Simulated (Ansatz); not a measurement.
# SrWN2: the cost of one run

Program: Ansatz 0.2.0. Level of theory: DFT PBE, scalar-relativistic, plane waves, PAW. These are calculated values, not measurements.

2 further runs of the same task are left out: 2 set aside as unsound or not needed. Runs told in other sessions of the task aren't counted.

## 1. The starting structure

Symmetry: P6_3/mmc, No. 194, hexagonal system. The conventional cell has a = 4.434 Å, b = 4.434 Å, c = 8.825 Å, α = 90.00°, β = 90.00°, γ = 120.00°. Around Sr (site symmetry -6m2) lie 3 W at 2.56 Å and 6 N at 2.96 Å. W (site symmetry -6m2) has 3 Sr at 2.56 Å and 8 N at 2.92 to 2.96 Å in its first shell of neighbours. N (site symmetry 3m) is surrounded by 4 W at 2.92 to 2.96 Å and 4 N at 2.93 to 2.99 Å and 3 Sr at 2.96 Å.

As a file:

```cif
data_structure
_symmetry_space_group_name_H-M 'P 1'
_symmetry_Int_Tables_number 1
_cell_length_a 4.4336
_cell_length_b 4.4336
_cell_length_c 8.8247
_cell_angle_alpha 90.000
_cell_angle_beta 90.000
_cell_angle_gamma 120.000
_cell_volume 150.22
loop_
_atom_site_label
_atom_site_type_symbol
_atom_site_fract_x
_atom_site_fract_y
_atom_site_fract_z
_atom_site_occupancy
Sr1 Sr 0.00000 0.00000 0.25000 1
Sr2 Sr 0.00000 0.00000 0.75000 1
W1 W 0.33333 0.66667 0.25000 1
W2 W 0.66667 0.33333 0.75000 1
N1 N 0.33333 0.66667 0.58080 1
N2 N 0.66667 0.33333 0.08080 1
N3 N 0.33333 0.66667 0.91920 1
N4 N 0.66667 0.33333 0.41920 1
```

This is candidate A: Na2MgPb type (P6_3/mmc, No. 194).

(A quick probe on a coarse mesh, which set the mesh and smearing, is not shown.)

## 3. Coarse relaxation (candidate A)

Contents of input.yaml:

```yaml
crystal:
  lattice:
    - [4.4335954052, 0.0, 0.0]
    - [-2.2167977026, 3.839606251, 0.0]
    - [0.0, 0.0, 8.8246767424]
  atoms:
    - { symbol: Sr, position: [0.0, 0.0, 0.25], spin: 0.16 }
    - { symbol: Sr, position: [0.0, 0.0, 0.75], spin: 0.16 }
    - { symbol: W, position: [0.3333333333, 0.6666666667, 0.25], spin: 1.76 }
    - { symbol: W, position: [0.6666666667, 0.3333333333, 0.75], spin: 1.76 }
    - { symbol: "N", position: [0.3333333333, 0.6666666667, 0.5808], spin: -0.79 }
    - { symbol: "N", position: [0.6666666667, 0.3333333333, 0.0808], spin: -0.79 }
    - { symbol: "N", position: [0.3333333333, 0.6666666667, 0.9192], spin: -0.79 }
    - { symbol: "N", position: [0.6666666667, 0.3333333333, 0.4192], spin: -0.79 }
basis:
  ecutwfc: 420
kpoints:
  mp_grid: { grid: [6, 6, 2] }
hamiltonian:
  xc: pbe
scf:
  occupations: { method: gaussian, width: 0.1 }
  lower_state_search: "off"
output:
  forces: true
  stress: true
  eigenvalues: true
  populations: true
magnetization:
  spin_polarized: true
relax:
  adjacent_minimum: "off"
  f_tol: 0.04
  max_steps: 70
  cell: { stress_tol: 0.4 }
```

On the command line:

```console
$ ansatz run input.yaml --threads 1 --pin off --max-ram 2560MiB --backend cpu --events-out ev --progress --plain --runs-dir out
```

What time and memory should one allow on 1 thread of Arm Neoverse V1, shared host?

About 6.9 min, with a peak of 0.51 GiB.
